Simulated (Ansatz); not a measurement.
# GaH3O: the cost of one run

Method: RKS PBE/def2-SVP, in Ansatz 0.2.0.

**1. The system as given**

Bond lengths: Ga1–O2 1.990 Å, O2–H3 1.010 Å, Ga1–H4 1.770 Å, Ga1–H5 1.570 Å. Angles: Ga1–O2–H3 71.1°, O2–Ga1–H4 42.6°, O2–Ga1–H5 160.0°, H4–Ga1–H5 157.4°.

As a file:

```xyz
5

Ga    0.0000    0.0000    0.0000
O     1.2796    0.0000    1.5240
H     0.3701   -0.2814    1.8612
H     1.7552    0.0000    0.2282
H    -1.3596    0.0000   -0.7850
```

**2. Pulling towards end A**

Springs on the bonds that form and break draw the guess towards this end; the thresholds are loose.

File input.yaml:

```yaml
crystal:
  periodic: [false, false, false]
  atoms:
    - { symbol: Ga, position_ang: [0.0, 0.0, 0.0] }
    - { symbol: O, position_ang: [1.2796, 0.0, 1.524] }
    - { symbol: H, position_ang: [0.3701, -0.2814, 1.8612] }
    - { symbol: H, position_ang: [1.7552, 0.0, 0.2282] }
    - { symbol: H, position_ang: [-1.3596, 0.0, -0.785] }
basis:
  gaussian: { orbitals: def2-SVP }
hamiltonian:
  xc: pbe
relax:
  f_tol: 0.15
  max_steps: 25
  restrain:
    - { distance: [1, 3], at: 2.21, k: 30.0 }
    - { distance: [0, 1], at: 1.79, k: 30.0 }
    - { distance: [0, 3], at: 1.57, k: 30.0 }
```

Launch:

```sh
$ ansatz run input.yaml --threads 1 --pin off --max-ram 2048MiB --backend cpu --events-out ev --progress --plain --runs-dir out
```

**Question.** How long does this run take on 1 thread of Arm Neoverse V1, shared host, and how much memory does it need?

About 12 s, with a peak of 0.11 GiB.
